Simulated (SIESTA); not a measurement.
The system is Ge2Sb2Te5.

```xyz
9
Lattice="6.8391 -3.0660 0.0000 6.8391 3.0660 0.0000 -6.8310 0.0000 6.8476" Properties=species:S:1:pos:R:3 pbc="T T T"
Te    5.4948    0.0000    2.6461
Te    9.5385    0.0000    1.3429
Te    0.0699    0.0000    0.0441
Te   -2.7069    0.0000    5.5452
Te    1.3918    0.0000    4.0888
Sb    8.3181    0.0000    4.0255
Sb   -1.3207    0.0000    2.8579
Ge    2.6055    0.0000    1.2862
Ge    6.7274    0.0000    0.0756
```

The cell comes from a database or a generator and needn't be the stable form of this composition.

| Item | Value |
| --- | --- |
| Program | SIESTA 5.4.2 |
| Task | single point |
| Functional | PBE |
| Potentials or basis | PseudoDojo 0.4 standard (PBE files) |
| Basis | DZP (energy shift 0.003 Ry; two zetas on semicore shells) |
| Grid cutoff | 800 Ry |
| Energy shift | 0.003 Ry |
| k mesh | 5 × 5 × 4 |
| Occupations | fermi-dirac, width 0.05 eV |
| Spin | no spin polarisation |

On this cell: pressure 1.0 GPa; largest force 0.296 eV/Å; band gap on the k mesh 0.24 eV, indirect (least direct gap 0.31 eV).

The same run follows on a disturbed copy (atoms moved at random, drawn with an rms of 0.05 Å):

```
Te Sb Ge
1.0
     6.83914   -3.06601    0.00000
     6.83914    3.06601    0.00000
    -6.83098    0.00000    6.84761
Te Sb Ge
5 2 2
Direct
  0.59815 0.58688 0.37946
  0.79638 0.79580 0.19890
  0.00833 0.01067 0.01025
  0.21042 0.21575 0.82057
  0.39825 0.40193 0.59877
  0.90679 0.90658 0.59342
  0.11416 0.11323 0.42488
  0.28948 0.28440 0.19509
  0.50120 0.50043 0.00824
```

What does the disturbed cell give?

The energy moves by +3.1 meV/atom; pressure 1.0 GPa; largest force 0.381 eV/Å; band gap on the k mesh 0.26 eV, indirect (least direct gap 0.31 eV).

Forces in eV/Å, atoms in the order of the input:
```
Te  -0.068  0.114  0.357
Te   0.216 -0.010 -0.218
Te  -0.137 -0.035 -0.154
Te  -0.022  0.010 -0.197
Te   0.292 -0.049  0.118
Sb  -0.110  0.017  0.036
Sb  -0.120 -0.058 -0.022
Ge  -0.079  0.015  0.010
Ge   0.029 -0.004  0.069
```

Stress tensor (GPa, compression positive):
```
 1.24 -0.04 -0.26
-0.04  0.47  0.01
-0.26  0.01  1.33
```

Caveats: spin-orbit coupling is left out, which moves the levels of the heavy elements; an odd mesh through Γ misses points on the zone boundary, where band edges often lie; the basis of atomic orbitals isn't converged, which shifts pressures, moduli and gaps.
